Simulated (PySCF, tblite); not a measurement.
**C5H5F3NO radical: geometry, infrared bands and EPR parameters**

Aim: predict the infrared bands and EPR parameters of C5H5F3NO radical (`FC(F)(F)O[C@H]1C=N[CH]C1`).

The runs use tblite 0.8.0 and PySCF 2.14.0, with density-fitted response routines of our own; the level of theory stands in each step. All values are computed, except where a source is named. Atoms are numbered from 0 throughout.

### 1 Starting geometry

15 atoms, charge 0, multiplicity 2; geometry from: force field or distance geometry start.

Bonds of the start (Å): F0–C1 1.35, C1–F2 1.37, C1–F3 1.35, C1–O4 1.41, O4–C5 1.41, C5–C6 1.52, C6–N7 1.29, N7–C8 1.37, C8–C9 1.48, C9–C5 1.53, C5–H10 1.10, C6–H11 1.09, C8–H12 1.09, C9–H13 1.09, C9–H14 1.09.

### 2 Relaxing the molecule with GFN2-xTB

Job settings and geometry (Å):

```
{"job": {"kind": "relax", "xc": "GFN2-xTB", "basis": "xTB"}, "charge": 0, "multiplicity": 2}
F      2.531100    -1.380600    -1.806900
C      2.045600    -0.591700    -0.827700
F      2.730400    -0.874200     0.321000
F      2.245900     0.702400    -1.154900
O      0.675300    -0.856800    -0.627600
C      0.101000     0.016600     0.319000
C     -0.399300     1.303600    -0.304400
N     -1.674600     1.482600    -0.314100
C     -2.212900     0.374300     0.287100
C     -1.211600    -0.570800     0.838300
H      0.788600     0.231100     1.146900
H      0.302400     2.032200    -0.711400
H     -3.295400     0.276600     0.402400
H     -1.241800    -0.555600     1.925100
H     -1.389200    -1.581700     0.485400
```

Started as:

```bash
$ OMP_NUM_THREADS=1 python probes_run.py task.json out
```

This one command runs all jobs of the session in turn.

**Question.** This job is followed by: GFN2-xTB harmonic vibrations, gas phase; UKS B3LYP, pcH-1 on C F H N O, non-relativistic, mean-field spin-orbit, GIAO. What will the session give for the following? strongest single infrared mode (GFN2-xTB); zero-point energy (GFN2-xTB); g(iso) (B3LYP); ⟨S²⟩; largest a(iso) (averaged by class); potential on the surface of density 0.002 e/bohr³, 1st and 99th percentile.

The runs gave:

```
                                                                  quantity                  value
                                 strongest single infrared mode (GFN2-xTB)  1231 cm⁻¹, 618 km/mol
                                              zero-point energy (GFN2-xTB)          60.6 kcal/mol
                                                            g(iso) (B3LYP)                2.00222
                                                                      ⟨S²⟩     0.772 (exact 0.75)
                                        largest a(iso) (averaged by class)    13C on C6, 63.1 MHz
potential on the surface of density 0.002 e/bohr³, 1st and 99th percentile     -1.44 V and 1.33 V
```

**Reading.** Relaxing lowered the energy by 0.397 eV in 63 steps; the close pair that moved most is C1–O4, from 1.410 to 1.312 Å. All 39 modes are real, so the xTB geometry is a minimum. The strongest single mode, at 1231 cm⁻¹, is spread over many atoms; the largest shares are those of C1, O4. GFN2-xTB is a fitted tight-binding method: band positions and strengths are rough. Its intensities can rank the bands wrongly. The largest spin populations lie on C6 (0.64 e), C8 (0.62 e). The isotropic g lies 0.1 ppt below the free-electron value. These values are for one conformer; the search (at its own cheap level) found 1 more, at 0.49 kcal/mol, and measured spectra average over such forms.
